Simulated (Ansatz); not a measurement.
# CH6O3Zr: the cost of one run

Method: r2SCAN/def2-SVP; program: Ansatz 0.2.0, Gaussian basis.

## 1. The geometry

The structure was relaxed beforehand with PBE0-D4 in a triple-zeta def2 set. Zr takes the def2 core potential; no spin-orbit term is included.

SMILES `[CH3][Zr]([OH])([OH])[OH]`, 11 atoms, charge 0, spin multiplicity 1.

Atoms are counted from 1 here; the program's logs count them from 0.

Bond lengths: C1–Zr2 2.233 Å, C1–H6 1.096 Å, C1–H7 1.096 Å, C1–H8 1.096 Å, Zr2–O3 1.925 Å, Zr2–O4 1.925 Å, Zr2–O5 1.925 Å, O3–H9 0.952 Å, O4–H10 0.952 Å, O5–H11 0.952 Å. Angles: Zr2–C1–H6 111.2°, Zr2–C1–H7 111.2°, Zr2–C1–H8 111.2°, H6–C1–H7 107.7°, H6–C1–H8 107.7°, H7–C1–H8 107.7°, C1–Zr2–O3 105.5°, C1–Zr2–O4 105.5°, C1–Zr2–O5 105.5°, O3–Zr2–O4 113.1°, O3–Zr2–O5 113.1°, O4–Zr2–O5 113.1°, Zr2–O3–H9 165.7°, Zr2–O4–H10 165.7°, Zr2–O5–H11 165.7°.

Coordinates:

```xyz
11

C    -1.51795    0.69462    0.39286
Zr    0.45881   -0.20991   -0.11874
O     1.25854   -0.68682    1.56608
O     1.42833    1.16581   -1.05313
O     0.05721   -1.73454   -1.22318
H    -1.39574    1.57902    1.02816
H    -2.05685    1.00398   -0.50969
H    -2.15164   -0.01851    0.93194
H     1.75448   -1.09339    2.26934
H     2.09553    1.73742   -1.41911
H     0.06929   -2.43768   -1.86450
```

## 2. Dynamics

in.yaml

```yaml
crystal:
  periodic: [false, false, false]
  atoms:
    - {symbol: C, position_ang: [-1.517948, 0.694621, 0.392857]}
    - {symbol: Zr, position_ang: [0.458808, -0.209913, -0.118738]}
    - {symbol: O, position_ang: [1.258543, -0.686816, 1.566075]}
    - {symbol: O, position_ang: [1.428328, 1.165806, -1.053133]}
    - {symbol: O, position_ang: [0.057210, -1.734539, -1.223183]}
    - {symbol: H, position_ang: [-1.395740, 1.579021, 1.028157]}
    - {symbol: H, position_ang: [-2.056854, 1.003984, -0.509691]}
    - {symbol: H, position_ang: [-2.151638, -0.018506, 0.931938]}
    - {symbol: H, position_ang: [1.754484, -1.093390, 2.269338]}
    - {symbol: H, position_ang: [2.095532, 1.737417, -1.419112]}
    - {symbol: H, position_ang: [0.069286, -2.437676, -1.864498]}
basis:
  gaussian: {orbitals: def2-SVP}
magnetization: {spin_polarized: true, initial_magnetization: 0}
hamiltonian: {xc: {name: r2SCAN}}
md: {timestep: 0.5 fs, n_steps: 20, ensemble: nvt_nose_hoover, temperature: 1000, initial_velocities: maxwell_boltzmann, seed: 721}
```

On the command line:

```sh
> ansatz run in.yaml --threads 4 --pin off --events-out ev --progress --plain --max-ram 10444MiB
```

What time and memory should one allow on 4 threads of Arm Neoverse V1, shared host?

About 1.8 min, with a peak of 0.3 GiB.
